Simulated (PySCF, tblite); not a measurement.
# C₄H₃GeN₂ radical: geometry, infrared bands and EPR parameters

Aim: predict the infrared bands and EPR parameters of C₄H₃GeN₂ radical (`C#[C][Ge]([C]#N)[N]=C`).

Programs: tblite 0.8.0 and PySCF 2.14.0, with density-fitted response routines of our own. Each step states its level of theory. These are calculated values for one molecule in the gas phase, unless marked as measured. Atoms count from 0, in the outputs and in this text.

## (1) The molecule as given

10 atoms, charge 0, multiplicity 2; geometry from: force field or distance geometry start.

Bonds of the start (Å): C0–C1 1.22, C1–Ge2 1.87, Ge2–C3 1.90, C3–N4 1.16, Ge2–N5 1.86, N5–C6 1.28, C0–H7 1.06, C6–H8 1.09, C6–H9 1.09.

## (2) Relaxing the molecule with GFN2-xTB

Job settings and geometry (Å):

```
{"job": {"kind": "relax", "xc": "GFN2-xTB", "basis": "xTB"}, "charge": 0, "multiplicity": 2}
C      2.582700     0.055300     0.955700
C      1.635500     0.347100     0.240000
Ge     0.180700     0.784600    -0.856300
C     -0.954100     2.021100     0.038200
N     -1.641700     2.759700     0.608300
N     -0.788900    -0.746800    -1.275200
C     -1.315200    -1.464700    -0.358400
H      3.400200    -0.187000     1.581600
H     -1.864100    -2.363200    -0.624600
H     -1.226100    -1.201500     0.698300
```

Started as:

```console
$ OMP_NUM_THREADS=1 python probes_run.py task.json out
```

This one command runs all jobs of the session in turn.

**Question.** This job is followed by: GFN2-xTB harmonic vibrations, gas phase; UKS B3LYP, def2-TZVP-core on Ge, pcH-1 on C H N, non-relativistic, mean-field spin-orbit, GIAO. What will the session give for the following? strongest single infrared mode (GFN2-xTB); zero-point energy (GFN2-xTB); g(iso) (B3LYP); ⟨S²⟩; largest a(iso); potential on the surface of density 0.002 e/bohr³, 1st and 99th percentile.

As calculated:

| quantity | value |
| --- | --- |
| strongest single infrared mode (GFN2-xTB) | 2314 cm⁻¹, 171 km/mol |
| zero-point energy (GFN2-xTB) | 33.5 kcal/mol |
| g(iso) (B3LYP) | 2.00116 |
| ⟨S²⟩ | 0.758 (exact 0.75) |
| largest a(iso) | 73Ge on Ge2, -234.1 MHz |
| potential on the surface of density 0.002 e/bohr³, 1st and 99th percentile | -2.01 V and 1.72 V |

**Reading.** The optimisation took 163 steps and gained 0.691 eV; among the close pairs (by a distance rule), Ge2–C3 changed most, from 1.902 to 1.981 Å. All 24 modes are real, so the xTB geometry is a minimum. The strongest single mode, at 2314 cm⁻¹, moves mainly C3 and N4. GFN2-xTB is a fitted tight-binding method: band positions and strengths are rough. Its intensities can rank the bands wrongly. The largest spin populations lie on Ge2 (0.44 e), N5 (0.42 e). The isotropic g lies 1.2 ppt below the free-electron value. The hyperfine terms hold no scalar relativity, which the heavier nuclei need. The conformer search found further structures of the same energy, which may be mirror or relabelled copies of this one.
